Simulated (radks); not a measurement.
# Polarisabilities and dispersion coefficients of Li, Be⁺, B²⁺ and others

The task here is to estimate one member of a computed series from the others.

Method: scalar-relativistic Kohn-Sham, LDA (Slater exchange, Perdew-Wang correlation), spin-polarised, spherical densities, finite nucleus; open shells are filled with parallel spins first. Code: radks (a radial shooting solver on a logarithmic mesh, Libxc functionals) version 1.

**What is computed**

```
species : Li ([He] 2s1), Be⁺ ([He] 2s1), B²⁺ ([He] 2s1), C³⁺ ([He] 2s1), N⁴⁺ ([He] 2s1), O⁵⁺ ([He] 2s1), F⁶⁺ ([He] 2s1), Ne⁷⁺ ([He] 2s1)
```

The first run:

Settings of this run:

```text
Z 3
configuration [He] 2s1
relativity scalar-relativistic
functional lda,pw
spin polarised
nucleus finite rms 2.444 fm
c 137.035999084
response adiabatic LDA kernel
```

Among the steps run: Li, [He] 2s1; Be⁺, [He] 2s1; B²⁺, [He] 2s1; C³⁺, [He] 2s1; N⁴⁺, [He] 2s1; O⁵⁺, [He] 2s1; F⁶⁺, [He] 2s1; Ne⁷⁺, [He] 2s1.

One of the session's tables, all rows but one given; the rest of the session is left out.

| species | −ε(HOMO) (eV) | α (bohr³) | α uncoupled (bohr³) | C6 (hartree bohr⁶) | C8 (hartree bohr⁸) |
| --- | --- | --- | --- | --- | --- |
| Li | 3.165 | 143.6 | 165.5 | 1142 | 89167 |
| Be⁺ | 14.301 | 21.20 | 25.02 | 55.63 | 1154 |
| B²⁺ | ? | ? | ? | ? | ? |
| C³⁺ | 57.284 | 2.999 | 3.540 | 2.307 | 11.10 |
| N⁴⁺ | 89.028 | 1.577 | 1.857 | 0.7984 | 2.317 |
| O⁵⁺ | 127.60 | 0.9282 | 1.090 | 0.3316 | 0.6288 |
| F⁶⁺ | 173.01 | 0.5909 | 0.6925 | 0.1566 | 0.2054 |
| Ne⁷⁺ | 225.26 | 0.3985 | 0.4660 | 0.08131 | 0.07710 |

Estimate the missing values for B²⁺.

As computed: −ε(HOMO) (eV): 32.369; α (bohr³): 6.802; α uncoupled (bohr³): 8.043; C6 (hartree bohr⁶): 8.835; C8 (hartree bohr⁸): 79.46. In the column «−ε(HOMO) (eV)» it lies between Be⁺ (14.301) and C³⁺ (57.284).

What this shows: Uncoupled leaves out the potential induced by the response; Li is the most polarisable and Ne⁷⁺ the least, a factor 360 apart. C8 is given only where no p, d or f shell is open.
